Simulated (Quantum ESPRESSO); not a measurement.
# Be2S (P-4m2) in Quantum ESPRESSO: notebook

The runs below take Be2S through phonon dispersion, phonons, with LDA, PBE, PBEsol.

All numbers are computed with Quantum ESPRESSO 7.5; they aren't measurements. Logs are shortened: lines on timing, memory, paths and dates and some standing lists are left out, and cuts for length are marked.

### Step 1. The structure

It takes space group P-4m2 (No. 115, tetragonal). Conventional cell: a = 3.158 Å, b = 3.158 Å, c = 3.940 Å, α = 90.00°, β = 90.00°, γ = 90.00°. Be (site symmetry 2mm) is surrounded by 2 S at 2.05 Å. S (site symmetry -4m2) has 4 Be at 2.05 Å as nearest neighbours.

The cell was built by a generator and needn't be a form met in nature.

### Step 2. Phonon dispersion, LDA

The input, pw.in:

```
&CONTROL
  calculation = 'scf'
  prefix = 'pwscf'
  outdir = './tmp'
  pseudo_dir = './pseudo'
  tprnfor = .true.
  tstress = .true.
  disk_io = 'low'
/
&SYSTEM
  ibrav = 0
  celldm(1) = 8
  nat = 3
  ntyp = 2
  ecutwfc = 88
  nbnd = 13
  occupations = 'smearing'
  smearing = 'fd'
  degauss = 0.00367493
/
&ELECTRONS
  conv_thr = 6d-10
  electron_maxstep = 120
  mixing_beta = 0.5
/
ATOMIC_SPECIES
Be     9.0122 Be.upf
S     32.0600 S.upf
CELL_PARAMETERS alat
  0.7458678149168   0.0000000000000   0.0000000000000
  0.0000000000000   0.7458678149168   0.0000000000000
  0.0000000000000   0.0000000000000   0.9307775162115
ATOMIC_POSITIONS crystal
Be     0.0000000000    0.5000000000    0.1685400000
Be     0.5000000000    0.0000000000    0.8314600000
S      0.5000000000    0.5000000000    0.5000000000
K_POINTS automatic
4 4 4 1 1 1
```

The input, relax.in:

```
&CONTROL
  calculation = 'vc-relax'
  prefix = 'pwscf'
  outdir = './tmp'
  pseudo_dir = './pseudo'
  tprnfor = .true.
  tstress = .true.
  disk_io = 'low'
  nstep = 40
  forc_conv_thr = 0.0001
  etot_conv_thr = 1d-06
/
&SYSTEM
  ibrav = 0
  celldm(1) = 8
  nat = 3
  ntyp = 2
  ecutwfc = 88
  nbnd = 13
  occupations = 'smearing'
  smearing = 'fd'
  degauss = 0.00367493
/
&ELECTRONS
  conv_thr = 6d-10
  electron_maxstep = 120
  mixing_beta = 0.5
/
&IONS
  ion_dynamics = 'bfgs'
/
&CELL
  cell_dynamics = 'bfgs'
  press = 0
  press_conv_thr = 0.2
/
ATOMIC_SPECIES
Be     9.0122 Be.upf
S     32.0600 S.upf
CELL_PARAMETERS alat
  0.7458678149168   0.0000000000000   0.0000000000000
  0.0000000000000   0.7458678149168   0.0000000000000
  0.0000000000000   0.0000000000000   0.9307775162115
ATOMIC_POSITIONS crystal
Be     0.0000000000    0.5000000000    0.1685400000
Be     0.5000000000    0.0000000000    0.8314600000
S      0.5000000000    0.5000000000    0.5000000000
K_POINTS automatic
4 4 4 1 1 1
```

The input, gamma.in:

```
&CONTROL
  calculation = 'bands'
  prefix = 'pwscf'
  outdir = './tmp'
  pseudo_dir = './pseudo'
  disk_io = 'low'
  verbosity = 'high'
/
&SYSTEM
  ibrav = 0
  celldm(1) = 8
  nat = 3
  ntyp = 2
  ecutwfc = 88
  nbnd = 13
  occupations = 'smearing'
  smearing = 'fd'
  degauss = 0.00367493
/
&ELECTRONS
  conv_thr = 1d-08
  electron_maxstep = 120
  mixing_beta = 0.5
  diago_full_acc = .true.
  startingwfc = 'random'
/
ATOMIC_SPECIES
Be     9.0122 Be.upf
S     32.0600 S.upf
CELL_PARAMETERS alat
  0.7308351301213   0.0000000000000   0.0000000000000
  0.0000000000000   0.7308351301213   0.0000000000000
  0.0000000000000   0.0000000000000   0.9189483661724
ATOMIC_POSITIONS crystal
Be     0.0000000000    0.5000000000    0.1666369476
Be     0.5000000000    0.0000000000    0.8333630524
S      0.5000000000    0.5000000000    0.5000000000
K_POINTS crystal
1
0.0 0.0 0.0 1
```

The input, scf2.in:

```
&CONTROL
  calculation = 'scf'
  prefix = 'pwscf'
  outdir = './tmp'
  pseudo_dir = './pseudo'
  tprnfor = .true.
  tstress = .true.
  disk_io = 'low'
/
&SYSTEM
  ibrav = 0
  celldm(1) = 8
  nat = 3
  ntyp = 2
  ecutwfc = 88
  nbnd = 13
  occupations = 'fixed'
/
&ELECTRONS
  conv_thr = 1d-13
  electron_maxstep = 120
  mixing_beta = 0.5
  startingpot = 'file'
/
ATOMIC_SPECIES
Be     9.0122 Be.upf
S     32.0600 S.upf
CELL_PARAMETERS alat
  0.7308351301213   0.0000000000000   0.0000000000000
  0.0000000000000   0.7308351301213   0.0000000000000
  0.0000000000000   0.0000000000000   0.9189483661724
ATOMIC_POSITIONS crystal
Be     0.0000000000    0.5000000000    0.1666369476
Be     0.5000000000    0.0000000000    0.8333630524
S      0.5000000000    0.5000000000    0.5000000000
K_POINTS automatic
4 4 4 1 1 1
```

The input, ph.in:

```
phonon_bands of Be2S
&INPUTPH
  prefix = 'pwscf'
  outdir = './tmp'
  tr2_ph = 1d-18
  fildyn = 'dyn'
  niter_ph = 90
  alpha_mix(1) = 0.7
  epsil = .true.
  ldisp = .true.
  nq1 = 2
  nq2 = 2
  nq3 = 2
/
```

The input, q2r.in:

```
&INPUT
  fildyn = 'dyn'
  zasr = 'crystal'
  flfrc = 'fc'
/
```

The input, matdyn.in:

```
&INPUT
  asr = 'crystal'
  flfrc = 'fc'
  flfrq = 'freq'
  q_in_cryst_coord = .true.
  flvec = ' '
/
80
 0.0000000000  0.0000000000  0.0000000000
 0.0000000000  0.0625000000  0.0000000000
 0.0000000000  0.1250000000  0.0000000000
 0.0000000000  0.1875000000  0.0000000000
 0.0000000000  0.2500000000  0.0000000000
 0.0000000000  0.3125000000  0.0000000000
 0.0000000000  0.3750000000  0.0000000000
 0.0000000000  0.4375000000  0.0000000000
 0.0000000000  0.5000000000  0.0000000000
 0.0625000000  0.5000000000  0.0000000000
 0.1250000000  0.5000000000  0.0000000000
 0.1875000000  0.5000000000  0.0000000000
 0.2500000000  0.5000000000  0.0000000000
 0.3125000000  0.5000000000  0.0000000000
 0.3750000000  0.5000000000  0.0000000000
 0.4375000000  0.5000000000  0.0000000000
 0.5000000000  0.5000000000  0.0000000000
 0.4583333333  0.4583333333  0.0000000000
 0.4166666667  0.4166666667  0.0000000000
 0.3750000000  0.3750000000  0.0000000000
 0.3333333333  0.3333333333  0.0000000000
 0.2916666667  0.2916666667  0.0000000000
 0.2500000000  0.2500000000  0.0000000000
 0.2083333333  0.2083333333  0.0000000000
 0.1666666667  0.1666666667  0.0000000000
 0.1250000000  0.1250000000  0.0000000000
 0.0833333333  0.0833333333  0.0000000000
 0.0416666667  0.0416666667  0.0000000000
 0.0000000000  0.0000000000  0.0000000000
 0.0000000000  0.0000000000  0.0833333333
 0.0000000000  0.0000000000  0.1666666667
 0.0000000000  0.0000000000  0.2500000000
 0.0000000000  0.0000000000  0.3333333333
 0.0000000000  0.0000000000  0.4166666667
 0.0000000000  0.0000000000  0.5000000000
 0.0000000000  0.0625000000  0.5000000000
 0.0000000000  0.1250000000  0.5000000000
 0.0000000000  0.1875000000  0.5000000000
 0.0000000000  0.2500000000  0.5000000000
 0.0000000000  0.3125000000  0.5000000000
 0.0000000000  0.3750000000  0.5000000000
 0.0000000000  0.4375000000  0.5000000000
 0.0000000000  0.5000000000  0.5000000000
 0.0625000000  0.5000000000  0.5000000000
 0.1250000000  0.5000000000  0.5000000000
 0.1875000000  0.5000000000  0.5000000000
 0.2500000000  0.5000000000  0.5000000000
 0.3125000000  0.5000000000  0.5000000000
 0.3750000000  0.5000000000  0.5000000000
 0.4375000000  0.5000000000  0.5000000000
 0.5000000000  0.5000000000  0.5000000000
 0.4615384615  0.4615384615  0.5000000000
 0.4230769231  0.4230769231  0.5000000000
 0.3846153846  0.3846153846  0.5000000000
 0.3461538462  0.3461538462  0.5000000000
 0.3076923077  0.3076923077  0.5000000000
 0.2692307692  0.2692307692  0.5000000000
 0.2307692308  0.2307692308  0.5000000000
 0.1923076923  0.1923076923  0.5000000000
 0.1538461538  0.1538461538  0.5000000000
 0.1153846154  0.1153846154  0.5000000000
 0.0769230769  0.0769230769  0.5000000000
 0.0384615385  0.0384615385  0.5000000000
 0.0000000000  0.0000000000  0.5000000000
 0.0000000000  0.5000000000  0.0000000000
 0.0000000000  0.5000000000  0.0714285714
 0.0000000000  0.5000000000  0.1428571429
 0.0000000000  0.5000000000  0.2142857143
 0.0000000000  0.5000000000  0.2857142857
 0.0000000000  0.5000000000  0.3571428571
 0.0000000000  0.5000000000  0.4285714286
 0.0000000000  0.5000000000  0.5000000000
 0.5000000000  0.5000000000  0.0000000000
 0.5000000000  0.5000000000  0.0714285714
 0.5000000000  0.5000000000  0.1428571429
 0.5000000000  0.5000000000  0.2142857143
 0.5000000000  0.5000000000  0.2857142857
 0.5000000000  0.5000000000  0.3571428571
 0.5000000000  0.5000000000  0.4285714286
 0.5000000000  0.5000000000  0.5000000000
```

The input, matdyn_dos.in:

```
&INPUT
  asr = 'crystal'
  flfrc = 'fc'
  dos = .true.
  fldos = 'phdos'
  nk1 = 8
  nk2 = 8
  nk3 = 8
  deltaE = 2
  flvec = ' '
  flfrq = ' '
/
```

The input, matdyn_mesh.in:

```
&INPUT
  asr = 'crystal'
  flfrc = 'fc'
  flfrq = 'mesh'
  q_in_cryst_coord = .true.
  flvec = ' '
/
216
 0.08333333  0.08333333  0.08333333
 0.08333333  0.08333333  0.25000000
 0.08333333  0.08333333  0.41666667
[... 213 further points of the even 6 x 6 x 6 mesh, shifted by half a step ...]
```

Potentials or basis: PseudoDojo 0.4.1 SR LDA standard.

Run with:

```console
> OMP_NUM_THREADS=1 mpirun -n 4 pw.x -nk 2 -in pw.in > pw.out
> OMP_NUM_THREADS=1 mpirun -n 4 pw.x -nk 2 -in relax.in > relax.out
> OMP_NUM_THREADS=1 mpirun -n 4 pw.x -in gamma.in > gamma.out
> OMP_NUM_THREADS=1 mpirun -n 4 pw.x -nk 2 -in scf2.in > scf2.out
> OMP_NUM_THREADS=1 mpirun -n 4 ph.x -nk 2 -in ph.in > ph.out
> OMP_NUM_THREADS=1 mpirun -n 1 q2r.x -in q2r.in > q2r.out
> OMP_NUM_THREADS=1 mpirun -n 1 matdyn.x -in matdyn.in > matdyn.out
> OMP_NUM_THREADS=1 mpirun -n 1 matdyn.x -in matdyn_dos.in > matdyn_dos.out
> OMP_NUM_THREADS=1 mpirun -n 1 matdyn.x -in matdyn_mesh.in > matdyn_mesh.out
```

pw.out:

```text
This program is part of the open-source Quantum ESPRESSO suite
     for quantum simulation of materials; please cite
[... 6 lines left out ...]
     using ibrav=0 with symmetry is DISCOURAGED, use correct ibrav instead

     K-points division:     npool     =       2
     Subspace diagonalization in iterative solution of the eigenvalue problem:
     a serial algorithm will be used

     --------------------
     sticks:   dense  smooth     PW     G-vecs:    dense   smooth      PW
     Min         498     498    146                14796    14796    2253
     Max         499     499    147                14797    14797    2254
     Sum         997     997    293                29593    29593    4507

     Using Slab Decomposition

     bravais-lattice index     =            0
     lattice parameter (alat)  =       8.0000  a.u.
     unit-cell volume          =     265.1182 (a.u.)^3
     number of atoms/cell      =            3
     number of atomic types    =            2
     number of electrons       =        14.00
     number of Kohn-Sham states=           13
     kinetic-energy cutoff     =      88.0000  Ry
     charge density cutoff     =     352.0000  Ry
     scf convergence threshold =      6.0E-10
     mixing beta               =       0.5000
     number of iterations used =            8  plain     mixing
     Exchange-correlation= SLA  PW   NOGX NOGC
                           (   1   4   0   0   0   0   0)

     celldm(1)=   8.000000  celldm(2)=   0.000000  celldm(3)=   0.000000
     celldm(4)=   0.000000  celldm(5)=   0.000000  celldm(6)=   0.000000

     crystal axes: (cart. coord. in units of alat)
               a(1) = (   0.745868   0.000000   0.000000 )
               a(2) = (   0.000000   0.745868   0.000000 )
               a(3) = (   0.000000   0.000000   0.930778 )

     reciprocal axes: (cart. coord. in units 2 pi/alat)
               b(1) = (  1.340720  0.000000  0.000000 )
               b(2) = (  0.000000  1.340720  0.000000 )
               b(3) = (  0.000000  0.000000  1.074371 )

     PseudoPot. # 1 for Be read from file:
     Be.upf
     Pseudo is Norm-conserving, Zval =  4.0
     Generated using ONCVPSP code by D. R. Hamann
     Using radial grid of 1358 points,  4 beta functions with:
                l(1) =   0
                l(2) =   0
                l(3) =   1
                l(4) =   1

     PseudoPot. # 2 for S  read from file:
     S.upf
     Pseudo is Norm-conserving + core correction, Zval =  6.0
     Generated using ONCVPSP code by D. R. Hamann
     Using radial grid of 1132 points,  6 beta functions with:
                l(1) =   0
                l(2) =   0
                l(3) =   1
                l(4) =   1
                l(5) =   2
                l(6) =   2

     atomic species   valence    mass     pseudopotential
     Be                4.00     9.01220     Be( 1.00)
     S                 6.00    32.06000     S ( 1.00)

      8 Sym. Ops. (no inversion) found

   Cartesian axes

     site n.     atom                  positions (alat units)
         1        Be     tau(   1) = (   0.0000000   0.3729339   0.1568732  )
         2        Be     tau(   2) = (   0.3729339   0.0000000   0.7739043  )
         3        S      tau(   3) = (   0.3729339   0.3729339   0.4653888  )

     number of k points=     6  Fermi-Dirac smearing, width (Ry)=  0.0037
                       cart. coord. in units 2pi/alat
        k(    1) = (   0.1675900   0.1675900   0.1342963), wk =   0.2500000
        k(    2) = (   0.1675900   0.1675900   0.4028890), wk =   0.2500000
        k(    3) = (   0.1675900   0.5027701   0.1342963), wk =   0.5000000
        k(    4) = (   0.1675900   0.5027701   0.4028890), wk =   0.5000000
        k(    5) = (   0.5027701   0.5027701   0.1342963), wk =   0.2500000
        k(    6) = (   0.5027701   0.5027701   0.4028890), wk =   0.2500000

     Dense  grid:    29593 G-vectors     FFT dimensions: (  36,  36,  45)

     Initial potential from superposition of free atoms

     starting charge      13.9996, renormalised to      14.0000
     Starting wfcs are    8 randomized atomic wfcs +    5 random wfcs

     Self-consistent Calculation

     iteration #  1     ecut=    88.00 Ry     beta= 0.50
     Davidson diagonalization with overlap
     ethr =  1.00E-02,  avg # of iterations =  6.3

     Threshold (ethr) on eigenvalues was too large:
     Diagonalizing with lowered threshold

     Davidson diagonalization with overlap
     ethr =  3.21E-04,  avg # of iterations =  2.5

     total energy              =     -77.45309981 Ry
     estimated scf accuracy    <       0.04546375 Ry

     iteration #  2     ecut=    88.00 Ry     beta= 0.50
     Davidson diagonalization with overlap
     ethr =  3.25E-04,  avg # of iterations =  1.0

     total energy              =     -77.45473821 Ry
     estimated scf accuracy    <       0.00646064 Ry

     iteration #  3     ecut=    88.00 Ry     beta= 0.50
     Davidson diagonalization with overlap
     ethr =  4.61E-05,  avg # of iterations =  4.2

     total energy              =     -77.45493197 Ry
     estimated scf accuracy    <       0.00052076 Ry

     iteration #  4     ecut=    88.00 Ry     beta= 0.50
     Davidson diagonalization with overlap
     ethr =  3.72E-06,  avg # of iterations =  4.0

     total energy              =     -77.45496554 Ry
     estimated scf accuracy    <       0.00001537 Ry

     iteration #  5     ecut=    88.00 Ry     beta= 0.50
     Davidson diagonalization with overlap
     ethr =  1.10E-07,  avg # of iterations =  2.2

     total energy              =     -77.45496816 Ry
     estimated scf accuracy    <       0.00000022 Ry

     iteration #  6     ecut=    88.00 Ry     beta= 0.50
     Davidson diagonalization with overlap
     ethr =  1.61E-09,  avg # of iterations =  3.2

     total energy              =     -77.45496826 Ry
     estimated scf accuracy    <       0.00000003 Ry

     iteration #  7     ecut=    88.00 Ry     beta= 0.50
     Davidson diagonalization with overlap
     ethr =  2.27E-10,  avg # of iterations =  1.8

     total energy              =     -77.45496826 Ry
     estimated scf accuracy    <          2.1E-09 Ry

     iteration #  8     ecut=    88.00 Ry     beta= 0.50
     Davidson diagonalization with overlap
     ethr =  1.48E-11,  avg # of iterations =  2.0

     End of self-consistent calculation

          k = 0.1676 0.1676 0.1343 (  3683 PWs)   bands (ev):

   -92.4683 -92.4663  -8.2605   0.7611   2.7619   3.1375   4.5758  10.6614
    11.3474  11.9602  12.4473  14.1460  14.7127

          k = 0.1676 0.1676 0.4029 (  3695 PWs)   bands (ev):

   -92.4683 -92.4663  -8.0141  -1.0785   3.3012   3.4206   6.5692   9.2274
    10.0438  12.0512  12.7354  15.6818  16.1516

          k = 0.1676 0.5028 0.1343 (  3687 PWs)   bands (ev):

   -92.4677 -92.4668  -7.5173  -0.1855   1.5144   3.7075   5.4072   7.7159
    10.7076  12.0322  13.2628  13.5720  16.2242

          k = 0.1676 0.5028 0.4029 (  3698 PWs)   bands (ev):

   -92.4677 -92.4668  -7.2751  -0.1944   0.2588   3.9584   4.6441   9.2814
    11.1594  12.3151  13.5113  14.6097  15.7557

          k = 0.5028 0.5028 0.1343 (  3706 PWs)   bands (ev):

   -92.4674 -92.4670  -6.8340   0.6742   0.9438   2.0842   5.3950   7.8111
     9.0552  10.4400  12.7641  13.4945  14.1520

          k = 0.5028 0.5028 0.4029 (  3710 PWs)   bands (ev):

   -92.4674 -92.4670  -6.5751   0.4707   1.0038   1.1217   5.3213   7.6779
     8.6260  10.2765  12.5473  16.2950  16.5922

     the Fermi energy is     7.1062 ev

!    total energy              =     -77.45496827 Ry
     estimated scf accuracy    <          2.3E-10 Ry
     smearing contrib. (-TS)   =      -0.00000049 Ry
     internal energy E=F+TS    =     -77.45496777 Ry

     The total energy is F=E-TS. E is the sum of the following terms:
     one-electron contribution =     -32.92790331 Ry
     hartree contribution      =      12.15471561 Ry
     xc contribution           =     -15.58057663 Ry
     ewald contribution        =     -41.10120344 Ry

     convergence has been achieved in   8 iterations

     Forces acting on atoms (cartesian axes, Ry/au):

     atom    1 type  1   force =     0.00000000    0.00000000    0.00677777
     atom    2 type  1   force =     0.00000000    0.00000000   -0.00677777
     atom    3 type  2   force =     0.00000000    0.00000000    0.00000000

     Total force =     0.009585     Total SCF correction =     0.000006

     Computing stress (Cartesian axis) and pressure

          total   stress  (Ry/bohr**3)                   (kbar)     P=      -43.36
  -0.00031983   0.00000000   0.00000000          -47.05        0.00        0.00
   0.00000000  -0.00031983   0.00000000            0.00      -47.05        0.00
   0.00000000   0.00000000  -0.00024466            0.00        0.00      -35.99

=------------------------------------------------------------------------------=
   JOB DONE.
=------------------------------------------------------------------------------=
```

Wall time 2.6 min (4 MPI ranks of Arm Neoverse V2, shared host); peak memory 0.24 GiB.

What came out:

```yaml
Free_energy: -1053.8566 eV
Relaxed_volume: 12.41 Å³/atom
Relaxed_cell: a = 3.094 Å, b = 3.094 Å, c = 3.890 Å, α = 90.00°, β = 90.00°, γ = 90.00°
Space_group_after_relaxing_to_0.05_Å: P-4m2 (No. 115)
Pressure_after_relaxing: 0.0 GPa
Electronic_dielectric_tensor_diagonal: 13.72, 13.72, 20.67
Born_charges_mean_of_the_diagonal: Be +0.99; S -1.95 e
Highest_phonon_frequency_LO-TO_splitting_left_out: 659 cm⁻¹
Most_unstable_mode: 173i cm⁻¹
```

The path:
| step | energy change (eV) | largest force (eV/Å) | pressure (GPa) | volume (Å³) |
| --- | --- | --- | --- | --- |
| 1 | 0.0000 | 0.1743 | -4.34 | 39.29 |
| 2 | -0.0192 | 0.0329 | -2.34 | 38.42 |
| 3 | -0.0268 | 0.1070 | 0.09 | 37.44 |
| 4 | -0.0274 | 0.0800 | 0.03 | 37.43 |
| 5 | -0.0278 | 0.0540 | 0.00 | 37.39 |
| 6 | -0.0280 | 0.0174 | -0.03 | 37.34 |
| 7 | -0.0281 | 0.0087 | -0.03 | 37.32 |
| 8 | -0.0281 | 0.0003 | -0.03 | 37.29 |
| 9 | -0.0282 | 0.0067 | -0.02 | 37.26 |
| 10 | -0.0282 | 0.0048 | -0.01 | 37.24 |
| 11 | -0.0282 | 0.0012 | 0.00 | 37.24 |

Final structure:
```
Be S
1.0
     3.09393    0.00000    0.00000
     0.00000    3.09393    0.00000
     0.00000    0.00000    3.89029
Be S
2 1
Direct
  0.00000 0.50000 0.16664
  0.50000 0.00000 0.83336
  0.50000 0.50000 0.50000
```

Phonon frequencies in cm⁻¹ (negative: imaginary):
| q point | frequencies |
| --- | --- |
| (0.000, 0.000, 0.000) | 0 0 0 216 268 533 565 598 602 |
| (0.000, 0.438, 0.000) | 142 168 177 204 274 524 556 611 624 |
| (0.375, 0.500, 0.000) | -161 182 261 274 334 544 550 604 639 |
| (0.292, 0.292, 0.000) | -99 161 222 247 306 541 541 606 632 |
| (0.000, 0.000, 0.000) | 0 0 0 216 268 533 565 598 602 |
| (0.000, 0.062, 0.500) | 120 123 166 208 215 557 586 604 604 |
| (0.000, 0.500, 0.500) | -46 93 161 211 316 547 570 616 641 |
| (0.438, 0.500, 0.500) | 23 157 220 262 267 545 546 580 659 |
| (0.269, 0.269, 0.500) | 28 144 187 252 270 544 554 600 648 |
| (0.000, 0.000, 0.500) | 118 118 176 207 207 557 587 603 603 |
| (0.000, 0.500, 0.429) | -24 96 160 211 315 547 568 616 640 |
| (0.500, 0.500, 0.357) | 71 88 265 265 269 546 546 581 657 |

Electronic dielectric tensor:
```
13.72  0.00  0.00
 0.00 13.72  0.00
 0.00  0.00 20.67
```

Born effective charge tensors (e):
atom 1, Be
```
0.40 0.00 0.00
0.00 1.53 0.00
0.00 0.00 1.04
```
atom 2, Be
```
1.53 0.00 0.00
0.00 0.40 0.00
0.00 0.00 1.04
```
atom 3, S
```
-1.55  0.00  0.00
 0.00 -1.55  0.00
 0.00  0.00 -2.74
```

Phonon frequencies at the corners of the path (cm⁻¹, interpolated; i marks imaginary ones):
```csv
point,frequencies
Γ,0 0 0 216 268 533 565 598 602
X,146 171 177 203 276 522 558 610 626
M,173i 185 274 274 344 549 549 603 641
Z,118 118 176 207 207 557 587 603 603
R,46i 93 161 211 316 547 570 616 641
A,28 158 223 263 263 546 546 579 659
```

Phonon states per cell in windows of 50 cm⁻¹ (negative: imaginary):
```tsv
from (cm⁻¹)	total	Be	S
-200	0.01	0.01	0.00
-150	0.07	0.07	0.00
-100	0.06	0.05	0.00
-50	0.11	0.07	0.04
0	0.21	0.10	0.11
50	0.52	0.26	0.26
100	0.98	0.54	0.45
150	0.73	0.28	0.45
200	1.13	0.72	0.41
250	1.01	0.51	0.50
300	0.19	0.14	0.05
350	0.00	0.00	0.00
400	0.00	0.00	0.00
450	0.00	0.00	0.00
500	1.27	1.03	0.24
550	0.94	0.77	0.17
600	1.68	1.37	0.31
650	0.11	0.09	0.02
```

Caveat: the mesh is thin for the dielectric tensor, Born charges and intensities, which usually come out too large; some modes are imaginary; the layers were relaxed without a dispersion term, so their spacing and the soft interlayer modes are unreliable; the q mesh is small, so phonon branches between its points and thermal values are rough.

(Continued in part 2 of 5.)
